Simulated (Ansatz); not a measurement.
# LaOs3: the cost of one run

Method: DFT PBE, scalar-relativistic, plane waves, PAW, in Ansatz 0.2.0.

1 further run of the same task is left out (it didn't finish). Runs told in other sessions of the task aren't counted.

## (1) The system as given

The structure is cubic, space group Pm-3m (No. 221). Conventional cell: a = 4.147 Å, b = 4.147 Å, c = 4.147 Å, α = 90.00°, β = 90.00°, γ = 90.00°. Around La (site symmetry m-3m) lie 12 Os at 2.93 Å. Around Os (site symmetry 4/mmm) lie 4 La at 2.93 Å and 8 Os at 2.93 Å.

Coordinates:

```
CELL_PARAMETERS angstrom
4.14707 0.00000 0.00000
0.00000 4.14707 0.00000
0.00000 0.00000 4.14707
ATOMIC_POSITIONS crystal
La 0.00000 0.00000 0.00000
Os 0.00000 0.50000 0.50000
Os 0.50000 0.50000 0.00000
Os 0.50000 0.00000 0.50000
```

This cell comes from an earlier session at PBE: 17.831 Å³/atom at 0.00 GPa, on a 8×8×8 mesh.

The changes: atom 4 (Os) moved 0.05 Å along z; atom 1 (La) moved 0.05 Å along z; strain e3 = -0.01, atoms carried along; strain e3 = +0.01, atoms carried along; all atoms moved at random (σ = 0.15 Å), cell strained at random (1 %); all atoms moved at random (σ = 0.15 Å), cell strained at random (1 %).

## (2) Atom 4 (Os) moved 0.05 Å along z

File input.yaml:

```yaml
crystal:
  lattice:
    - [4.1470735563, 0.0, 0.0]
    - [0.0, 4.1470735563, 0.0]
    - [0.0, 0.0, 4.1470735563]
  atoms:
    - { symbol: La, position: [0.0, 0.0, 0.0] }
    - { symbol: Os, position: [0.0, 0.5, 0.5] }
    - { symbol: Os, position: [0.5, 0.5, 0.0] }
    - { symbol: Os, position: [0.5, 0.0, 0.5120566948] }
basis:
  ecutwfc: 420
  ecutrho_ratio: 4
kpoints:
  mp_grid: { grid: [8, 8, 8] }
hamiltonian:
  xc: pbe
scf:
  occupations: { method: gaussian, width: 0.05 }
output:
  forces: true
  stress: true
  eigenvalues: true
  write_density: true
  write_potential: true
  elf: true
  volumetric_format: npy
```

On the command line:

```bash
$ ansatz run input.yaml --threads 2 --pin off --max-ram 2662MiB --backend cpu --events-out ev --progress --plain --runs-dir out
```

What time and memory should one allow on 2 threads of Arm Neoverse V2, shared host?

About 15 s, with a peak of 0.49 GiB.
